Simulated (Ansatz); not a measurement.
# BGaGeH: the cost of one run

Computed with Ansatz 0.2.0, Gaussian basis. Level: UKS PBE0/def2-TZVP.

## Step 1: The system as given

4 atoms, charge 0, spin multiplicity 2.

Atoms are counted from 1 here; the program's logs count them from 0.

Bond lengths: B1–Ge2 1.871 Å, B1–Ga3 1.984 Å, Ge2–Ga3 2.624 Å, Ga3–H4 1.701 Å. Angles: Ge2–B1–Ga3 85.8°, B1–Ge2–Ga3 48.9°, B1–Ga3–Ge2 45.3°, B1–Ga3–H4 165.0°, Ge2–Ga3–H4 149.7°.

The start was built by rule and, where that kept it together, relaxed with GFN2-xTB. Sticks and bond lists go by distance. No spin-orbit coupling is included. 

## Step 2: Relaxation

in.yaml reads:

```yaml
crystal:
  periodic: [false, false, false]
  atoms:
    - {symbol: B, position_ang: [-0.539924, -1.203287, -0.009725]}
    - {symbol: Ge, position_ang: [-1.179048, 0.554734, 0.005602]}
    - {symbol: Ga, position_ang: [1.269465, -0.389685, -0.004281]}
    - {symbol: H, position_ang: [2.948804, -0.116176, -0.003290]}
basis:
  gaussian: {orbitals: def2-TZVP}
magnetization: {spin_polarized: true, initial_magnetization: 1}
hamiltonian: {xc: pbe0}
relax: {f_tol: 0.004, max_steps: 80}
```

Started as:

```
$ ansatz run in.yaml --threads 1 --pin off --events-out ev --progress --plain --max-ram 2176MiB
```

What time and memory should one allow on 1 thread of Intel Xeon Platinum 8488C, shared host?

About 78 s, with a peak of 0.42 GiB.
